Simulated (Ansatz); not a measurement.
**TaWC2 in Ansatz: convergence with xc grid**

Input of the first run (xc grid 1); the others differ in this setting and in those tied to it:

input.yaml

```yaml
crystal:
  lattice:
    - [1.5718551461, 0.9075109917, 5.1016196719]
    - [-1.5718551461, 0.9075109917, 5.1016196719]
    - [0.0, -1.8150219835, 5.1016196719]
  atoms:
    - { symbol: W, position: [0.0, 0.0, 0.0] }
    - { symbol: Ta, position: [0.5, 0.5, 0.5] }
    - { symbol: C, position: [0.250933, 0.250933, 0.250933] }
    - { symbol: C, position: [0.749067, 0.749067, 0.749067] }
hamiltonian:
  xc: r2scan
  pseudopotentials: { kind: nc_fr, accuracy: standard }
magnetization:
  noncollinear: true
  spin_orbit: true
kpoints:
  mp_grid: { grid: [8, 8, 8] }
scf:
  occupations: { method: methfessel_paxton, width: 0.05 }
output:
  forces: true
  stress: true
  eigenvalues: true
basis:
  xc_grid: 1
```

Potentials or basis: PseudoDojo standard (PBE files).

The run is started by

```console
$ ansatz run input.yaml --threads 2 --pin off --max-ram 5632MiB --backend cpu --events-out ev --progress --plain --runs-dir out
```

The cell comes from a database or a generator and needn't be the stable form of this composition.

Hardware: 2 threads of Arm Neoverse V1, with other jobs on the host.

| xc grid | energy less the tightest run, at zero smearing (meV/atom) | SCF cycles | CPU time (s) | peak memory (GiB) |
| --- | --- | --- | --- | --- |
| 1 | 0.00 | 10 | 160 | 0.99 |
| 2 | 0.00 | 10 | 160 | 1 |
| 3 | 0.00 | 10 | 160 | 1.1 |
| 4 | 0.00 | 10 | 160 | 1.2 |
| 5 | 0.00 | 10 | 170 | 1.3 |

Against the tightest run, the energy stays within 1 meV/atom from 1 on. The tightest run that finished is the yardstick and may itself not be fully converged.

Caveat, for the tightest run too: the meta-GGA runs on potentials made for a GGA.
